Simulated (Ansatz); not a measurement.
# TiH+ (triplet): the correlation ladder at distance Ti1–H2 = 1.323 Å, def2-TZVPP

Aim: climb from Hartree-Fock through coupled cluster and multireference methods for TiH+ (triplet) at one geometry and basis, and see what each rung misses.

The runs use Ansatz 0.2.0, Gaussian basis; def2-TZVPP, core rule «outside noble gas», up to 9 orbitals frozen.

The runs, in order: UHF; CCSD(T) on ROHF; CCSD(T) on UHF; CCSDT(Q) on ROHF; CCSDT(Q) on UHF; CASSCF and NEVPT2, 4 electrons in 4 orbitals; Full CI.

48 further runs of the same task are left out: 30 for a known fault of the program, 18 that didn't finish. Runs told in other sessions of the task aren't counted.

### Step 1. The system

The geometry derives from a PBE0/def2-TZVP stationary point (not a proven minimum). One bond is set to the value named and the two fragments are kept rigid.

2 atoms, charge 1, spin multiplicity 3.

Atoms are counted from 1 here; the program's logs count them from 0.

Bond lengths: Ti1–H2 1.323 Å.

### Step 2. UHF

Input file in.yaml:

```yaml
crystal:
  periodic: [false, false, false]
  atoms:
    - {symbol: Ti, position_ang: [0.000000, 0.000000, 0.000000]}
    - {symbol: H, position_ang: [0.000000, 0.000000, 1.323000]}
basis:
  gaussian: {orbitals: def2-TZVPP}
total_charge: 1
magnetization: {spin_polarized: true, initial_magnetization: 2}
hamiltonian: {xc: hf}
output: {orbitals: {seedname: orbitals}}
```

Launch:

```console
$ ansatz run in.yaml --threads 1 --pin off --events-out ev --progress --plain --max-ram 2393MiB
```

After this run come: CCSD(T) on ROHF; CCSD(T) on UHF; CCSDT(Q) on ROHF; CCSDT(Q) on UHF; CASSCF and NEVPT2, 4 electrons in 4 orbitals; Full CI.

Before running them: what should the planned runs give, taken together? Wanted: FCI from the RHF energy; RMP2 from FCI; UMP2 from FCI; RCCSD from FCI; RCCSD(T) from FCI; UCCSD(T) from FCI; RCCSDT(Q) from FCI; UCCSDT(Q) from FCI; NEVPT2 pair from FCI.

The runs gave:

```
                         quantity                               value
          FCI from the ROHF energy                          -1.7901 eV
                    RMP2 from FCI                        +36.3 kJ/mol
                    UMP2 from FCI                        +25.7 kJ/mol
                   RCCSD from FCI                         +2.8 kJ/mol
                RCCSD(T) from FCI                         -1.2 kJ/mol
                UCCSD(T) from FCI                        -11.1 kJ/mol
               RCCSDT(Q) from FCI                         -2.9 kJ/mol
               UCCSDT(Q) from FCI                        -12.5 kJ/mol
             NEVPT2 pair from FCI                        +38.3 kJ/mol
levels within 1 kcal/mol (43 meV)  RCCSD, RCCSD(T), RCCSDT, RCCSDT(Q)
                    T1 diagnostic                               0.036
   effectively unpaired electrons                                2.14
```

RCCSD(T) lands -1.2 kJ/mol from the yardstick (0.7 % of the correlation energy). CCSD(T) misses by -1.2 kJ/mol on the restricted determinant and by -11.1 kJ/mol on the unrestricted one; the two need not hold the same state or core. UCCSD, RCCSD(T), UCCSD(T), RCCSDT, UCCSDT, RCCSDT(Q), UCCSDT(Q) fall below full CI: unrestricted runs freeze a spin-polarised core, another one than full CI's, and coupled cluster isn't variational. One determinant dominates. These misses are within one basis, not against nature; the frozen cores of restricted and unrestricted runs differ, which can shift their rows.

Levels on UHF freeze UHF's core orbitals, full CI those of ROHF, so the U rows can settle a little off it for that reason alone.
